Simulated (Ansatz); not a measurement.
# HfN: the cost of one run

Method: DFT LDA, scalar-relativistic, plane waves, PAW, in Ansatz 0.2.0.

2 further runs of the same task are left out: 1 that didn't finish, 1 set aside as unsound or not needed.

### 1 Starting point

The structure is hexagonal, space group P6_3/mmc (No. 194). Conventional cell: a = 3.159 Å, b = 3.159 Å, c = 5.451 Å, α = 90.00°, β = 90.00°, γ = 120.00°. Hf (site symmetry -6m2) has 6 N at 2.28 Å as nearest neighbours. Around N (site symmetry -3m) lie 6 Hf at 2.28 Å.

Structure file:

```xyz
4
Lattice="3.1594 0.0000 0.0000 -1.5797 2.7361 0.0000 0.0000 0.0000 5.4508" Properties=species:S:1:pos:R:3 pbc="T T T"
Hf    1.5797    0.9120    4.0881
Hf    0.0000    1.8241    1.3627
N     0.0000    0.0000    0.0000
N     0.0000    0.0000    2.7254
```

It goes back to an entry of the Materials Project, which need not be the stable form.

It is the result of an earlier relaxation at this level (volume 11.78 Å³/atom; gap on the mesh: none (metal)).

### 2 The cell under LDA

input.yaml

```yaml
crystal:
  lattice:
    - [3.1593699056, 0.0, 0.0]
    - [-1.5796849528, 2.7360945982, 0.0]
    - [0.0, 0.0, 5.4508227252]
  atoms:
    - { symbol: Hf, position: [0.6666666667, 0.3333333333, 0.75] }
    - { symbol: Hf, position: [0.3333333333, 0.6666666667, 0.25] }
    - { symbol: "N", position: [0.0, 0.0, 0.0] }
    - { symbol: "N", position: [0.0, 0.0, 0.5] }
basis:
  ecutwfc: 420
kpoints:
  mp_grid: { grid: [18, 18, 8] }
hamiltonian:
  xc: lda
scf:
  occupations: { method: gaussian, width: 0.1 }
output:
  forces: true
  stress: true
  eigenvalues: true
relax:
  adjacent_minimum: "off"
  f_tol: 0.005
  max_steps: 50
  cell: { stress_tol: 0.05 }
```

Launch:

```
ansatz run input.yaml --threads 1 --pin off --max-ram 2560MiB --backend cpu --events-out ev --progress --plain --runs-dir out
```

Q: Estimate wall time and peak memory on 1 thread of Arm Neoverse V2, shared host.

About 2 min, with a peak of 0.51 GiB.
